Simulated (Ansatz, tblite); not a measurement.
# RbZnI$_{3}$ with GFN2-xTB from a Python script

These are simulated results from tblite 0.8.0, not measurements. The cell was built from a prototype and was relaxed with r2SCAN in plane waves (Ansatz 0.2.0). It may be hypothetical. All runs are without spin polarisation.

The symmetry is Pm-3m (No. 221, cubic); conventional cell a = 5.722 Å, 37.46 Å³ an atom. Around Rb lie 12 I at 4.05 Å; around Zn lie 6 I at 2.86 Å; around I lie 2 Zn at 2.86 Å and 4 Rb at 4.05 Å.

tblite solves periodic systems at the zone centre alone, so the script builds a cluster of 2×2×2 conventional cells (40 atoms), which folds in a coarse mesh of k points.

Input script:

```python
import json
from ase import Atoms
from ase.build import make_supercell
from ase.units import Bohr, GPa, Hartree
from tblite.interface import Calculator

atoms = Atoms(['Rb', 'Zn', 'I', 'I', 'I'],
              cell=[[5.72176642, 0.0, 0.0], [0.0, 5.72176642, 0.0], [0.0, 0.0, 5.72176642]],
              scaled_positions=[[0.0, 0.0, 0.0], [0.5, 0.5, 0.5], [0.5, 0.5, 0.0], [0.5, 0.0, 0.5], [0.0, 0.5, 0.5]],
              pbc=True)
cluster = make_supercell(atoms, [[2, 0, 0], [0, 2, 0], [0, 0, 2]])
calc = Calculator('GFN2-xTB', cluster.numbers, cluster.positions / Bohr, lattice=cluster.cell[:] / Bohr, periodic=cluster.pbc)
calc.set('temperature', 0.02 / Hartree)
calc.set('max-iter', 150)
res = calc.singlepoint()
levels = res.get('orbital-energies') * Hartree
nv = round(res.get('orbital-occupations').sum() / 2)
cells = len(cluster) // len(atoms)
out = {'energy_per_cell': res.get('energy') * Hartree / cells, 'homo': levels[nv - 1], 'lumo': levels[nv],
       'stress': (-res.get('virial') * Hartree / cluster.get_volume() / GPa).tolist(), 'charges': res.get('charges')[:len(atoms)].tolist(), 'electrons': 2 * nv / cells}
json.dump(out, open('results.json', 'w'))
for key, value in out.items():
    print(key, value)
```

Command: `python run.py`. It took 2.2 s on 1 thread of Arm Neoverse V2, with other jobs on the host, peak memory 0.1 GiB.

Output:

```
------------------------------------------------------------
  cycle        total energy    energy error   density error
------------------------------------------------------------
      1     -93.30931565272  -9.3372100E+01   3.2416620E-01
      2     -94.27380765485  -9.6449200E-01   8.0464169E-01
      3     -97.34773663920  -3.0739290E+00   5.7246188E-01
      4     -100.0460498067  -2.6983132E+00   1.2310796E-01
      5     -99.97843925415   6.7610553E-02   1.4551978E-01
      6     -100.0671981435  -8.8758889E-02   4.3727016E-02
      7     -100.0850842425  -1.7886099E-02   2.5843702E-02
      8     -100.0879282890  -2.8440465E-03   1.7775115E-02
      9     -100.0883592575  -4.3096856E-04   1.2676112E-02
     10     -100.0887577724  -3.9851488E-04   7.3050194E-03
     11     -100.0889014096  -1.4363718E-04   3.4110385E-03
     12     -100.0889256933  -2.4283721E-05   1.3376717E-03
     13     -100.0889420473  -1.6354023E-05   4.7390989E-04
     14     -100.0889435835  -1.5361555E-06   1.3565142E-04
     15     -100.0889435113   7.2142754E-08   1.0323261E-04
     16     -100.0889436326  -1.2125471E-07   3.3404370E-05
     17     -100.0889436365  -3.9286192E-09   2.3930606E-05
     18     -100.0889436440  -7.4606845E-09   2.9088552E-06
------------------------------------------------------------

 total:                                   1.699 sec
energy_per_cell -340.4448602834432
homo -11.7546811637906
lumo -11.754681150571635
stress [[2.3865768966688576, -5.52395410748057e-07, -5.523953215804901e-07], [-5.523954107429473e-07, 2.38657695954822, -5.523952999759487e-07], [-5.523953215634392e-07, -5.523952999907831e-07, 2.3865770737412877]]
charges [0.37715538290106726, 0.24828270902912397, -0.20848665053074864, -0.208486617292769, -0.20848659467499678]
electrons 24.0
```

The cycle table is in hartree for the whole cluster, and the lines after it are in eV (the energy for one cell). The printed stress is in GPa and positive in compression, and the pressure is its mean diagonal.

GFN2-xTB gives no gap at the points read. On the same cell, plane-wave PBE (Ansatz, 4×4×4 k points and the special points) gives no gap (an overlap of 0.51 eV at the points read) and r2SCAN no gap (an overlap of 0.53 eV at the points read); on shared hosts these took about 6.1 and 16 core-seconds on the 5-atom cell, against 2.2 for the script. Spin-orbit coupling, left out in all these runs, can cut or reorder the gap by tenths of an eV, up to about 1 eV with Pb or Bi.

The same script was run on cells scaled at fixed shape and fractional coordinates:

```json
{"volume (Å³/atom)": "32.97", "energy (meV/atom)": "112.5", "pressure (GPa, positive in compression)": "5.97", "gap (eV)": "0.00"}
{"volume (Å³/atom)": "35.22", "energy (meV/atom)": "43.9", "pressure (GPa, positive in compression)": "3.90", "gap (eV)": "0.00"}
{"volume (Å³/atom)": "37.46", "energy (meV/atom)": "0.0", "pressure (GPa, positive in compression)": "2.39", "gap (eV)": "0.00"}
{"volume (Å³/atom)": "39.71", "energy (meV/atom)": "-53.2", "pressure (GPa, positive in compression)": "1.12", "gap (eV)": "0.00"}
{"volume (Å³/atom)": "41.96", "energy (meV/atom)": "-62.5", "pressure (GPa, positive in compression)": "0.18", "gap (eV)": "0.00"}
```

The minimum lies beyond the largest of these volumes. Between some volumes the energy jumps against the pressure, likely to another self-consistent state.

xTB was fitted mostly to molecules, and a small cluster samples few k points, so gaps, pressures and kinks along a curve can be far from a solid's.

Spin-orbit coupling is left out, which matters wherever the heavy atoms make up the band edges.
